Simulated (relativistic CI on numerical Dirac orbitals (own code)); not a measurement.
# Yb IX (Yb⁸⁺): levels and lines

What are the lowest levels and the strongest lines of Yb⁸⁺? One CI run answers it; further runs change one setting each.

The numbers are computed with relativistic CI on numerical Dirac orbitals (own code) version 2 (Dirac-Coulomb-Breit CI, KLI orbitals optimised for each configuration, model QED (radiative potential, 1s self-energy scaled to tabulated hydrogen-like ionisation energies)), except any that are marked as measured or tabulated.

### 1 Starting point

- ion: Yb⁸⁺ (Yb IX)
- nuclear charge: 70
- electrons: 62
- isotope: A = 174
- first configuration typed: [Kr] 4d10 4f12 5s2 5p2

The outer shells:

first configuration typed
```
[Kr] core
4d [↑↓][↑↓][↑↓][↑↓][↑↓]
4f [↑↓][↑↓][↑↓][↑↓][↑↓][↑ ][↑ ]
5s [↑↓]
5p [↑ ][↑ ][  ]
```

### 2 CI with the chosen configurations

Settings, as recorded:

```ini
atom Yb  Z=70  charge=8  electrons=62
nucleus A=174  rms_radius_fm=5.3108
hamiltonian dirac-coulomb  breit=on  qed=on  c_scale=1
orbitals kli  potential=per-configuration
slater_scale 1
correlation none
mixing on
configurations
  [Kr] 4d10 4f12 5s2 5p2
  [Kr] 4d10 4f10 5s2 5p4
  [Kr] 4d10 4f14 5s2
  [Kr] 4d10 4f11 5s2 5p3
  [Kr] 4d10 4f13 5s2 5p
  [Kr] 4d10 4f12 5s 5p3
  [Kr] 4d10 4f12 5s2 5p 5d
  [Kr] 4d10 4f12 5p4
  [Kr] 4d10 4f11 5s 5p4
  [Kr] 4d10 4f14 5s 5p
  [Kr] 4d10 4f14 5p2
  [Kr] 4d10 4f13 5s2 5d
  [Kr] 4d10 4f12 5s2 5d2
  [Kr] 4d10 4f13 5s 5p2
  [Kr] 4d10 4f12 5s2 5p 5f
  [Kr] 4d10 4f13 5s2 6s
  [Kr] 4d10 4f11 5s2 5p2 6s
  [Kr] 4d10 4f13 5p3
  [Kr] 4d10 4f13 5s2 6p
  [Kr] 4d10 4f12 5s2 5p 6s
  [Kr] 4d10 4f12 5s2 5p 5g
  [Kr] 4d10 4f13 5s 5p 5d
  [Kr] 4d10 4f13 5s2 5f
  [Kr] 4d10 4f12 5s2 5p 6p
  [Kr] 4d10 4f13 5s 5p 6s
  [Kr] 4d10 4f12 5s2 5d 6s
  [Kr] 4d10 4f13 5s2 5g
  [Kr] 4d10 4f13 5s 5p 6p
  [Kr] 4d10 4f12 5s2 6s2
  [Kr] 4d10 4f12 5s2 5p 7s
  [Kr] 4d10 4f13 5p2 6s
  [Kr] 4d9 4f14 5s2 5p
  [Kr] 4d9 4f14 5s 5p2
  [Ar] 3d10 4s2 4p5 4d10 4f14 5s2 5p
end
```

### 3 Without QED terms

Changes to the settings of step 2:

```diff
@@ -2,3 +2,3 @@
 nucleus A=174  rms_radius_fm=5.3108
-hamiltonian dirac-coulomb  breit=on  qed=on  c_scale=1
+hamiltonian dirac-coulomb  breit=on  qed=off  c_scale=1
 orbitals kli  potential=per-configuration
```

(Steps that only read results are left out.)

What does the calculation give? Wanted: lowest level; first excitation.

The runs gave:

| run | time | mean size of shift, levels followed (cm⁻¹) | lowest level |
| --- | --- | --- | --- |
| main run | 11 s | 0 | 4f10 5s2 5p4 7K10 |
| without QED terms | 9.5 s | 32.4 | 4f10 5s2 5p4 7K10 |

| quantity | value |
| --- | --- |
| lowest level | 4f10 5s2 5p4 7K10 |
| first excitation | 4f10 5s2 5p4 7I9 + 7K, 5526.5 cm⁻¹ |
| levels in the model | 9941 |

In words: 4f10 5s2 5p4 7K10 comes out lowest; its LS label holds 74 % and its jj label 59 %; over the low levels the means are 41 and 46 %, so they are in intermediate coupling. Of the changes tried, the run «without QED terms» moves the low levels most, by 32 cm⁻¹ on average. The computed lowest level is not of the first configuration typed, so it may not be the ion's true ground level. Low levels that differ in the count of f electrons can be misplaced by several ten thousand cm⁻¹. Lifetimes count radiative decay inside the model alone.
